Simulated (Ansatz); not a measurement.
The system is Hf2Pd2Se2Br2O3.

```
Hf Pd Se Br O
1.0
     5.76069    0.00496   -0.00286
    -0.52750    5.84664    0.03413
    -1.48435   -0.92642    6.64586
Hf Pd Se Br O
2 2 2 2 3
Cartesian
  3.5658 1.9949 2.3367
  0.5362 2.1009 3.9624
  3.9042 -0.0043 5.6409
  0.4456 4.9498 2.4142
  2.0523 1.4944 6.2402
  2.4066 4.0824 3.5487
  4.1617 5.6554 1.0519
  -0.4152 4.0015 5.7576
  4.5038 1.1491 3.9299
  1.7546 1.0574 2.7229
  -0.4225 3.0696 2.4575
```

The cell was built by a generator and needn't be a form met in nature.

Program: Ansatz 0.2.0. Alike in all runs: potentials or basis Ansatz PAW; cell as given; smearing fermi-dirac 0.05 eV.

Task: Order these runs on this cell by their band gap on the k mesh, lowest first.
A. level PBE; spin SOC, no magnetisation; k mesh 4 × 4 × 3; cutoff (eV) 420; points for each segment of the path 10
B. level r2SCAN; spin SOC, no magnetisation; k mesh 4 × 4 × 3; cutoff (eV) 500; points for each segment of the path 10
C. level PBE+U; spin off; U Hf d U = 8 eV, Pd d U = 8 eV; k mesh 5 × 5 × 4; cutoff (eV) 420; hubbard projectors ortho-atomic (the default); double counting fll (the default)

Result: A (0.19 eV), B (0.36 eV), C (0.57 eV).

Caveats: odd divisions of the mesh miss points on the zone boundary, where band edges often lie, so the gap on the mesh can be too wide (some runs); spin-orbit coupling is left out, which moves the levels of the heavy elements (some runs).

A k mesh can miss the band edges, odd and even meshes differently.
